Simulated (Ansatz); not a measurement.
CuI2:

```
I Cu
1.0
     5.20038    0.00000    0.00000
     0.00000    5.20038    0.00000
     0.00000    0.00000    4.54417
I Cu
2 1
Direct
  0.50000 0.00000 0.00000
  0.00000 0.50000 0.00000
  0.00000 0.00000 0.00000
```

The cell comes from a database or a generator and needn't be the stable form of this composition.

```yaml
Program: Ansatz 0.2.0
Task: single point
Functional: PBE
Potentials_or_basis: Ansatz PAW
Cutoff: "420 eV (not typed: the program's choice for these potentials)"
k_mesh: 5 × 5 × 6
Occupations: fermi-dirac, width 0.05 eV
Spin: no spin polarisation
```

On this cell: pressure 0.8 GPa; largest force under 0.003 eV/Å; band gap on the k mesh none (metal or under the smearing width).

The same run follows on a disturbed copy (atoms moved at random, drawn with an rms of 0.05 Å):

```
CELL_PARAMETERS angstrom
5.20038 0.00000 0.00000
0.00000 5.20038 0.00000
0.00000 0.00000 4.54417
ATOMIC_POSITIONS crystal
I 0.49915 0.00650 0.00474
I 0.00996 0.50845 0.99807
Cu 0.99781 0.99558 0.00287
```

What changes?

The energy (extrapolated to zero smearing) moves by +3.8 meV/atom; pressure 0.9 GPa; largest force 0.386 eV/Å; band gap on the k mesh none (metal or under the smearing width).

Forces on the atoms (eV/Å):
```
I    0.025  0.060 -0.001
I   -0.007 -0.386 -0.003
Cu  -0.018  0.327  0.004
```

Stress tensor (GPa, compression positive):
```
 0.99 -0.05  0.00
-0.05  1.18  0.01
 0.00  0.01  0.49
```

Caveats: an odd number of electrons without spin polarisation forces a metal; a magnetic or distorted state may lie lower; the run has no spin polarisation, though such a crystal can be magnetic; semilocal functionals often make such compounds metallic where correlation or magnetic order opens a gap, which also shifts bond lengths; this functional lacks dispersion, which binds the layers, so the pressure and a relaxed spacing across them are unreliable (some runs).
